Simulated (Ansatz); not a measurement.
# BH5Se (SMILES [BH3-][SeH2+]): single points off equilibrium

Aim: energy, forces and dipole at a structure displaced at random from a GFN2-xTB minimum, from CCSD(T) and from density functionals.

Computed with Ansatz 0.2.0, Gaussian basis. Level: single points in def2-TZVPP.

Correlated methods freeze the cores. Filled d shells of the heavier atoms are correlated.

## Step 1: Where the work starts

SMILES `[BH3-][SeH2+]`, 7 atoms, charge 0, spin multiplicity 1.

Atoms are counted from 1 here; the program's logs count them from 0.

Bond lengths: B1–Se2 2.125 Å, B1–H3 1.173 Å, B1–H4 1.205 Å, B1–H5 1.194 Å, Se2–H6 1.421 Å, Se2–H7 1.464 Å. Angles: Se2–B1–H3 105.3°, Se2–B1–H4 102.1°, Se2–B1–H5 102.5°, H3–B1–H4 113.3°, H3–B1–H5 117.3°, H4–B1–H5 114.0°, B1–Se2–H6 103.0°, B1–Se2–H7 104.2°, H6–Se2–H7 90.3°.

Coordinates:

```
B    -0.68710   -0.41500   -0.47620
Se    0.98730    0.78070    0.05520
H    -0.98380   -0.98490    0.50500
H    -0.22430   -1.13570   -1.32420
H    -1.45920    0.39430   -0.89500
H     0.56590    1.40420    1.26090
H     1.84970   -0.12590    0.81540
```

## Step 2: CCSD(T)/def2-TZVPP

Input file run/in.yaml:

```yaml
crystal:
  periodic: [false, false, false]
  atoms:
    - {symbol: B, position_ang: [-0.687100, -0.415000, -0.476200]}
    - {symbol: Se, position_ang: [0.987300, 0.780700, 0.055200]}
    - {symbol: H, position_ang: [-0.983800, -0.984900, 0.505000]}
    - {symbol: H, position_ang: [-0.224300, -1.135700, -1.324200]}
    - {symbol: H, position_ang: [-1.459200, 0.394300, -0.895000]}
    - {symbol: H, position_ang: [0.565900, 1.404200, 1.260900]}
    - {symbol: H, position_ang: [1.849700, -0.125900, 0.815400]}
basis:
  gaussian: {orbitals: def2-TZVPP}
correlation: {method: ccsd_t}
output: {forces: true}
```

No record of the launch command was kept for these runs.

## Step 3: PBE0-D4/def2-TZVPP

run/in.yaml, as its differences from that of step 2:

```diff
@@ -12,3 +12,3 @@
   gaussian: {orbitals: def2-TZVPP}
-correlation: {method: ccsd_t}
-output: {forces: true}
+hamiltonian: {xc: pbe0, dispersion: d4}
+output: {forces: true, orbitals: {seedname: orbitals}}
```

## Step 4: wB97M-V/def2-TZVPP

run/in.yaml, as its differences from that of step 3:

```diff
@@ -12,3 +12,3 @@
   gaussian: {orbitals: def2-TZVPP}
-hamiltonian: {xc: pbe0, dispersion: d4}
-output: {forces: true, orbitals: {seedname: orbitals}}
+hamiltonian: {xc: {name: wB97M-V}}
+output: {forces: true}
```

## Step 5: r2SCAN-D4/def2-TZVPP

run/in.yaml, as its differences from that of step 4:

```diff
@@ -12,3 +12,3 @@
   gaussian: {orbitals: def2-TZVPP}
-hamiltonian: {xc: {name: wB97M-V}}
+hamiltonian: {xc: r2scan, dispersion: d4}
 output: {forces: true}
```

## Step 6: PBE-D4/def2-TZVPP

run/in.yaml, as its differences from that of step 5:

```diff
@@ -12,3 +12,3 @@
   gaussian: {orbitals: def2-TZVPP}
-hamiltonian: {xc: r2scan, dispersion: d4}
+hamiltonian: {xc: pbe, dispersion: d4}
 output: {forces: true}
```

## Step 7: BLYP-D4/def2-TZVPP

run/in.yaml, as its differences from that of step 6:

```diff
@@ -12,3 +12,3 @@
   gaussian: {orbitals: def2-TZVPP}
-hamiltonian: {xc: pbe, dispersion: d4}
+hamiltonian: {xc: {name: BLYP}, dispersion: d4}
 output: {forces: true}
```

## Step 8: LC-wPBE/def2-TZVPP

run/in.yaml, as its differences from that of step 7:

```diff
@@ -12,3 +12,3 @@
   gaussian: {orbitals: def2-TZVPP}
-hamiltonian: {xc: {name: BLYP}, dispersion: d4}
+hamiltonian: {xc: {name: LC-wPBE}}
 output: {forces: true}
```

(Steps that only read results are left out.)

Before running it: what results should come out? Wanted: energy less free atoms, CCSD(T)/def2-TZVPP; RMS force component; RMS force error; HOMO and LUMO, PBE0-D4; T1 diagnostic.

**Answer**, as computed:

| quantity | value |
| --- | --- |
| energy less free atoms, CCSD(T)/def2-TZVPP | -451.2 kcal/mol |
| RMS force component | 0.375 to 0.553 eV/Å over the methods |
| RMS force error | PBE0-D4 0.098, wB97M-V 0.043, r2SCAN-D4 0.090, PBE-D4 0.232, BLYP-D4 0.211, LC-wPBE 0.089 eV/Å |
| HOMO and LUMO, PBE0-D4 | -8.29 and -0.58 eV |
| T1 diagnostic | 0.009 |

Against CCSD(T) the functionals' energies less atoms differ by -11.8 to -1.0 kcal/mol, PBE-D4 by -10.4 kcal/mol. CCSD(T) in triple zeta still lacks some correlation energy of the bonds, so part of these gaps is its own basis error and they don't rank the functionals. The forces of wB97M-V come nearest to CCSD(T), those of PBE-D4 are farthest. Frozen-core CCSD(T) forces in triple zeta carry basis errors of their own, and this is one geometry, so small gaps rank nothing.
